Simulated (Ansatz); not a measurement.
# ZrB2 (AlB2 type): zero-pressure volume and bulk modulus with PBEsol + D3(BJ)

An exercise on one series of results from a longer session: the logs are not shown, and one member is left open.

Method: DFT PBEsol + D3(BJ), scalar-relativistic, plane waves, PAW, in Ansatz 0.2.0.

1 further run of the same task is left out (set aside as unsound or not needed). Runs told in other sessions of the task aren't counted.

### The starting structure

The structure is hexagonal, space group P6/mmm (No. 191). Conventional cell: a = 3.163 Å, b = 3.163 Å, c = 3.524 Å, α = 90.00°, β = 90.00°, γ = 120.00°. Zr (site symmetry 6/mmm) has 12 B at 2.54 Å in its first shell of neighbours. Around B (site symmetry -6m2) lie 3 B at 1.83 Å and 6 Zr at 2.54 Å.

Structure file:

```
Zr B
1.0
     3.16322    0.00000    0.00000
    -1.58161    2.73943    0.00000
     0.00000    0.00000    3.52397
Zr B
1 2
Cartesian
  0.0000 0.0000 0.0000
  0.0000 1.8263 1.7620
  1.5816 0.9131 1.7620
```

An earlier run on this cell at PBE gave 2.42 GPa at 10.179 Å³/atom (8×8×8 mesh), no gap.

The first run:

input.yaml

```yaml
crystal:
  lattice:
    - [3.1632195451, 0.0, 0.0]
    - [-1.5816097725, 2.7394284838, 0.0]
    - [0.0, 0.0, 3.5239748476]
  atoms:
    - { symbol: Zr, position: [0.0, 0.0, 0.0] }
    - { symbol: B, position: [0.3333333333, 0.6666666667, 0.5] }
    - { symbol: B, position: [0.6666666667, 0.3333333333, 0.5] }
basis:
  ecutwfc: 420
  ecutrho_ratio: 4
kpoints:
  mp_grid: { grid: [8, 8, 8] }
hamiltonian:
  xc: pbesol
  dispersion: d3bj
scf:
  occupations: { method: gaussian, width: 0.05 }
output:
  forces: true
  stress: true
  eigenvalues: true
relax:
  f_tol: 0.02
  max_steps: 40
  cell: { stress_tol: 0.2, fix: [volume] }
```

On the command line:

```sh
$ ansatz run input.yaml --threads 4 --pin off --max-ram 8192MiB --backend cpu --events-out ev --progress --plain --runs-dir out
```

Steps of the session up to this table: At the given cell; Stepping to 9.606 Å³/atom; Stepping to 9.831 Å³/atom; Volume × 0.98 of the new zero; Volume × 1.02 of the new zero; Volume × 0.96 of the new zero; Volume × 1.04 of the new zero.

One of the session's tables, all rows but one given; the rest of the session is left out.

It belongs to the step «Energy and pressure against volume». 

```
volume (Å³/atom)  energy (meV/atom)  pressure (GPa)
           9.438              13.91           11.66
           9.634                  ?               ?
           9.831               0.00            0.07
          10.028               3.03           -4.93
          10.224              11.89           -9.45
```

Q: Estimate the row for volume (Å³/atom) = 9.634 from the others.

Worked estimate for «energy (meV/atom)». A straight line through the neighbours (9.438, 13.91) and (9.831, 0.00) gives 13.91 + (0.00 − 13.91) × (9.634 − 9.438) / (9.831 − 9.438) = 6.97; a parabola fitted to 3 rows on both sides gives 3.65.

**Answer.** energy (meV/atom): 3.41; pressure (GPa): 5.57. In «energy (meV/atom)» the line misses by +3.56 and the parabola by +0.24.
